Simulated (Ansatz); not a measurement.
What does this script print? It uses Ansatz's Python interface.

`edit_tatc.py`
```python
"""Keys set on an Input object, for TaTc."""

import ansatz as az

SETTINGS = {
    "xc": "pbesol",
    "kmesh": (9, 9, 9),
    "filling": "cold",
    "smearing_width": 0.1,
}

cell = (
    az.Lattice.of((3.172, 0.0, 0.0), (0.0, 3.172, 0.0), (0.0, 0.0, 3.172))
    .atom("Ta", (0.0, 0.0, 0.0))
    .atom("Tc", (0.5, 0.5, 0.5))
)

model = cell.calculation()
model = model.functional(SETTINGS["xc"])
model = model.pseudopotentials("paw")
model = model.basis(24 * az.Ha)
model = model.kpoints(*SETTINGS["kmesh"]).occupations(SETTINGS["filling"], width=SETTINGS["smearing_width"])
model = model.band_table()
typed = model.input()
rows = []
for value in [0.1, 0.3, 0.6]:
    edited = typed.set(az.key.scf.mixing.beta, value)
    data = az.Session.from_dict(edited).plan().execute().report
    rows.append((value, data["free_energy_ev"], data["n_iterations"], len(data["eigenvalues_ev"][0]) if "eigenvalues_ev" in data else 0))
lines = [",".join(["beta", "F eV", "iterations", "bands listed"])] + [",".join(f"{v:.4f}" if isinstance(v, float) else str(v) for v in row) for row in rows]
print("\n".join(lines))
with open("edit.csv", "w") as handle:
    handle.write("\n".join(lines) + "\n")
print(edited.to_yaml())
```

```console
$ python edit_tatc.py
beta,F eV,iterations,bands listed
0.1000,-15145.1439,8,18
0.3000,-15145.1439,8,18
0.6000,-15145.1439,8,18
crystal:
  lattice:
    - [3.172, 0.0, 0.0]
    - [0.0, 3.172, 0.0]
    - [0.0, 0.0, 3.172]
  atoms:
    - { symbol: Ta, position: [0.0, 0.0, 0.0] }
    - { symbol: Tc, position: [0.5, 0.5, 0.5] }
basis:
  ecutwfc: 653.073269903712
kpoints:
  mp_grid:
    grid: [9, 9, 9]
hamiltonian:
  xc: pbesol
  pseudopotentials:
    kind: paw
scf:
  occupations:
    method: cold
    width: 0.1
  mixing:
    beta: 0.6
output:
  eigenvalues: true
```

Caveats:
- Total energies depend on the potentials; only differences at equal settings carry meaning. A total without «per atom» is that of the cell as typed.
- The mesh is modest for a metal, so energies can be off by several to tens of meV an atom and pressures by half a GPa or more; differences at equal mesh fare better.
- Spin-orbit coupling, which matters for elements this heavy, is left out.
- The starting cell is as deposited in a crystallographic database; the results hold for this polymorph, which needn't be the stable one.
- The whole script took 8 s on 1 thread of Arm Neoverse V1, on a shared host, peak memory 0.35 GiB.
